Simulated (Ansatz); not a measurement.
**SnGeH₆: up Jacob's ladder to CCSD(T)**

An exercise on one series of results from a longer session: the logs are not shown, and one member is left open.

Method: functionals in def2-TZVPP, the program's frozen cores in correlated methods; program: Ansatz 0.2.0, Gaussian basis.

Plan: LDA (SPW92), PBE-D4, revPBE-D4, BLYP-D4, r2SCAN-D4, B97M-V, PBE0-D4, B3LYP-D4, r2SCANh-D4, r2SCAN0-D4, HSE06-D4, BHLYP-D4, CAM-B3LYP-D4, LC-ωPBE, ωB97X-V, ωB97M-V, B2PLYP, PBE-QIDH; CCSD(T)/def2-SVP; CCSD(T)/def2-TZVPP; MP2/def2-QZVPP; extrapolation to the limit; RPA on PBE.

## The geometry

All runs share one geometry, relaxed beforehand with PBE0-D4 in a triple-zeta def2 set. Sn takes the def2 core potential; no spin-orbit term is included.

SMILES `[GeH3][SnH3]`, 8 atoms, charge 0, spin multiplicity 1.

Atoms are counted from 1 here; the program's logs count them from 0.

Bond lengths: Ge1–Sn2 2.595 Å, Ge1–H3 1.538 Å, Ge1–H4 1.538 Å, Ge1–H5 1.538 Å, Sn2–H6 1.707 Å, Sn2–H7 1.707 Å, Sn2–H8 1.707 Å. Angles: Sn2–Ge1–H3 110.4°, Sn2–Ge1–H4 110.4°, Sn2–Ge1–H5 110.4°, H3–Ge1–H4 108.5°, H3–Ge1–H5 108.5°, H4–Ge1–H5 108.5°, Ge1–Sn2–H6 110.4°, Ge1–Sn2–H7 110.5°, Ge1–Sn2–H8 110.4°, H6–Sn2–H7 108.5°, H6–Sn2–H8 108.5°, H7–Sn2–H8 108.5°.

Set-up of the first run:

File in.yaml:

```yaml
crystal:
  periodic: [false, false, false]
  atoms:
    - {symbol: Ge, position_ang: [-0.754069, 0.285813, -1.041301]}
    - {symbol: Sn, position_ang: [0.751544, -0.290272, 0.992327]}
    - {symbol: H, position_ang: [-1.830816, 1.307272, -0.639549]}
    - {symbol: H, position_ang: [-1.453422, -0.978586, -1.566980]}
    - {symbol: H, position_ang: [0.087513, 0.886500, -2.179292]}
    - {symbol: H, position_ang: [-0.187587, -0.932779, 2.265169]}
    - {symbol: H, position_ang: [1.930994, -1.444176, 0.553846]}
    - {symbol: H, position_ang: [1.547942, 1.109125, 1.560078]}
basis:
  gaussian: {orbitals: def2-TZVPP}
hamiltonian: {xc: lda}
output: {orbitals: {seedname: orbitals}}
```

Among the steps run: LDA; PBE-D4 (GGA); revPBE-D4 (GGA); BLYP-D4 (GGA); r2SCAN-D4 (meta-GGA); B97M-V (meta-GGA); PBE0-D4 (hybrid); B3LYP-D4 (hybrid); r2SCANh-D4 (hybrid); r2SCAN0-D4 (hybrid); HSE06-D4 (hybrid); BHLYP-D4 (hybrid); CAM-B3LYP-D4 (range-separated); LC-ωPBE-D4 (range-separated; the results give it without D4); ωB97X-V (range-separated); ωB97M-V (range-separated); B2PLYP (double hybrid); PBE-QIDH (double hybrid).

One table of the session follows, with a row left open; its other results are not shown here.

It belongs to the step «Orbital energies across the functionals». 

```
  functional  HOMO (eV)  gap (eV)
 LDA (SPW92)      -7.01      5.81
      PBE-D4      -6.90      5.91
   revPBE-D4      -6.85      5.94
     BLYP-D4      -6.75      5.77
   r2SCAN-D4      -7.16      6.54
      B97M-V      -7.24      6.47
     PBE0-D4      -7.93      7.76
    B3LYP-D4      -7.73      7.26
  r2SCANh-D4      -7.53      7.19
  r2SCAN0-D4      -8.10      8.15
    HSE06-D4      -7.54      7.02
    BHLYP-D4      -8.83      9.40
CAM-B3LYP-D4      -9.13      9.79
     LC-ωPBE          ?         ?
     ωB97X-V     -10.09     11.75
     ωB97M-V      -9.92     11.23
```

Estimate the missing values for LC-ωPBE.

**Answer.** HOMO (eV): -10.41; gap (eV): 12.18. In the column «HOMO (eV)» it is the lowest.
